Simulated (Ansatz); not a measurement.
**SrB (rocksalt): equation of state**

One table from this session's results is given with a row withheld; the runs are named, their logs left out.

Method: DFT r²SCAN, scalar-relativistic, plane waves, PAW, in Ansatz 0.2.0.

1 further run of the same task is left out (set aside as unsound or not needed). Runs told in other sessions of the task aren't counted.

## The structure to begin with

The structure is cubic, space group Fm-3m (No. 225). The conventional cell has a = 5.984 Å, b = 5.984 Å, c = 5.984 Å, α = 90.00°, β = 90.00°, γ = 90.00°. Sr (site symmetry m-3m) is surrounded by 6 B at 2.99 Å. B (site symmetry m-3m) is surrounded by 6 Sr at 2.99 Å.

Structure file:

```xyz
2
Lattice="0.0000 2.9921 2.9921 2.9921 0.0000 2.9921 2.9921 2.9921 0.0000" Properties=species:S:1:pos:R:3 pbc="T T T"
Sr    2.9921    2.9921    2.9921
B     0.0000    0.0000    0.0000
```

This cell comes from an earlier session at r²SCAN: 26.787 Å³/atom at 0.00 GPa, on a 10×10×10 mesh.

Volume factors to run: 0.980, 1.020, 0.960, 1.040, 1.070.

Set-up of the first run:

input.yaml

```yaml
crystal:
  lattice:
    - [0.0, 2.972024545, 2.972024545]
    - [2.972024545, 0.0, 2.972024545]
    - [2.972024545, 2.972024545, 0.0]
  atoms:
    - { symbol: Sr, position: [0.5, 0.5, 0.5] }
    - { symbol: B, position: [0.0, 0.0, 0.0] }
basis:
  ecutwfc: 500
  ecutrho_ratio: 4
kpoints:
  mp_grid: { grid: [10, 10, 10] }
hamiltonian:
  xc: r2scan
scf:
  occupations: { method: gaussian, width: 0.05 }
output:
  forces: true
  stress: true
  eigenvalues: true
```

Started as:

```bash
> ansatz run input.yaml --threads 2 --pin off --max-ram 2662MiB --backend cpu --events-out ev --progress --plain --runs-dir out
```

Steps of the session up to this table: At 0.980 of the relaxed volume; Scaling the volume by 1.020; At 0.960 of the relaxed volume; At 1.040 of the relaxed volume; Scaling the volume by 1.070.

One table of the session follows, with a row left open; its other results are not shown here.

It belongs to the step «The fit». 

| volume (Å³/atom) | energy (meV/atom) | pressure (GPa) |
| --- | --- | --- |
| 25.716 | 5.49 | 1.65 |
| 26.252 | ? | ? |
| 26.787 | 0.00 | 0.00 |
| 27.323 | 1.15 | -0.72 |
| 27.859 | 4.61 | -1.37 |
| 28.663 | 13.65 | -2.23 |

Q: Estimate the row for volume (Å³/atom) = 26.252 from the others.

Worked estimate for «energy (meV/atom)». A straight line through the neighbours (25.716, 5.49) and (26.787, 0.00) gives 5.49 + (0.00 − 5.49) × (26.252 − 25.716) / (26.787 − 25.716) = 2.74; a parabola fitted to 3 rows on both sides gives 1.44.

The run gave: energy (meV/atom): 1.37; pressure (GPa): 0.79. In «energy (meV/atom)» the line misses by +1.37 and the parabola by +0.07.
